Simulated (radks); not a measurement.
# Eu⁴⁺ in [Kr] 4d10 4f7 5s2 5p4: an all-electron calculation

Wanted: eigenvalues, radial structure and energy terms of the europium ion Eu4+.

Method: Dirac Kohn-Sham, LDA (Slater exchange, Perdew-Wang correlation), spin-unpolarised, spherical densities, finite nucleus; open shells fill j = l - 1/2 first. Code: radks (a radial shooting solver on a logarithmic mesh, Libxc functionals) version 1.

## (1) Starting point

| Item | Value |
| --- | --- |
| element | europium (Z = 63) |
| charge | +4 |
| electrons | 59 |
| configuration | [Kr] 4d10 4f7 5s2 5p4 |
| nuclear rms radius | 5.1115 fm |

## (2) Self-consistent calculation

The run's settings:

```text
Z 63
configuration [Kr] 4d10 4f7 5s2 5p4 6s0 5d0 6p0 5f0
relativity Dirac
functional lda,pw
spin unpolarised
j_filling energy
nucleus finite rms 5.1115 fm
c 137.035999084
```

**Question.** What will this run give?

**Answer**, as computed:

| quantity | value |
| --- | --- |
| total energy | -10839.8277 hartree |
| exchange-correlation share of it | 2.16 % |
| −T/E | 1.0869 |
| highest occupied level | 4f7/2, -43.534 eV |
| most extended occupied level | 5p3/2, <r> = 1.56 bohr |
| radius at density 0.001 e/bohr³ | 3.14 bohr |
| maxima of the radial density | 4 |

What this shows: The radial density shows 4 maxima for 5 occupied principal shells; where shells overlap, one shows as a shoulder or not at all. Relativity lifts −T/E to 1.087. This is not the tabulated ground configuration, so its levels and sizes aren't those of the ground state, and no measured value stands beside it.
